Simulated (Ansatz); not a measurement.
What does this script print? It uses Ansatz's Python interface.

`lattice.py`
```python
"""Relaxed cell of Na3In under several functionals."""

import warnings

import ansatz as az
import numpy as np

def edges_and_angles(cell):
    cell = np.asarray(cell)
    a, b, c = np.linalg.norm(cell, axis=1)
    cosines = cell[1] @ cell[2] / (b * c), cell[0] @ cell[2] / (a * c), cell[0] @ cell[1] / (a * b)
    return (a, b, c, *np.degrees(np.arccos(cosines)))

warnings.simplefilter("ignore", az.DeckWarning)

system = (
    az.Lattice.from_parameters(5.50194, 5.50194, 5.50194, alpha=60.0, beta=60.0, gamma=60.0)
    .atom("Na", (0.25, 0.25, 0.25))
    .atom("Na", (0.75, 0.75, 0.75))
    .atom("Na", (0.5, 0.5, 0.5))
    .atom("In", (0.0, 0.0, 0.0))
)

calc = (
    system.calculation()
    .kpoints(density=3.4)
    .occupations("cold", width=0.1)
    .relax(cell=True)
)

levels = [("blyp", "d3bj"), ("r2scan", "d4"), ("pbesol", "none")]
print("level            a       b       c    alpha   beta  gamma  V/atom  steps")
for name, dispersion in levels:
    seen = []
    run = calc.functional(name, dispersion=dispersion).session().plan()
    res = run.execute(on_event=lambda e: seen.append(e) if e["event"] == "relax_step" else None)
    cell = res.lattice.cell_ang
    label = name if dispersion == "none" else f"{name}+{dispersion}"
    print("{:13s} {:7.4f} {:7.4f} {:7.4f} {:6.2f} {:6.2f} {:6.2f}".format(label, *edges_and_angles(cell)), f"{abs(np.linalg.det(cell)) / len(res.lattice.sites):7.3f} {len(seen):5d}")
```

```console
$ python lattice.py
level            a       b       c    alpha   beta  gamma  V/atom  steps
blyp+d3bj      5.2419  5.2419  5.2419  60.00  60.00  60.00  25.462     6
r2scan+d4      5.4787  5.4787  5.4787  60.00  60.00  60.00  29.071     4
pbesol         5.4695  5.4695  5.4695  60.00  60.00  60.00  28.924     4
```

From smallest to largest: BLYP+D3BJ (25.46 Å³ an atom, -13.5 % against the start), PBEsol (28.92 Å³ an atom, -1.8 % against the start) and r2SCAN+D4 (29.07 Å³ an atom, -1.3 % against the start). The spread is 14.2 % in volume.

What to keep in mind:
- Forces vanish by symmetry, so the ions can't move, and the end may be a saddle.
- BLYP and dispersion corrections can be off by several per cent in the lattices of metals, and by several GPa in the pressure at a fixed cell.
- The mesh is modest for a metal, so energies can be off by several to tens of meV an atom and pressures by half a GPa or more; differences at equal mesh fare better.
- Edges and angles are those of the cell as typed, here a primitive one, not of the conventional cell.
- This cell is a computed structure, which may not be the phase found in nature.
- Wall time of the script: 26 s on 1 thread of Intel(R) Xeon(R) Processor @ 2.30GHz, on a shared host, peak memory 0.97 GiB.
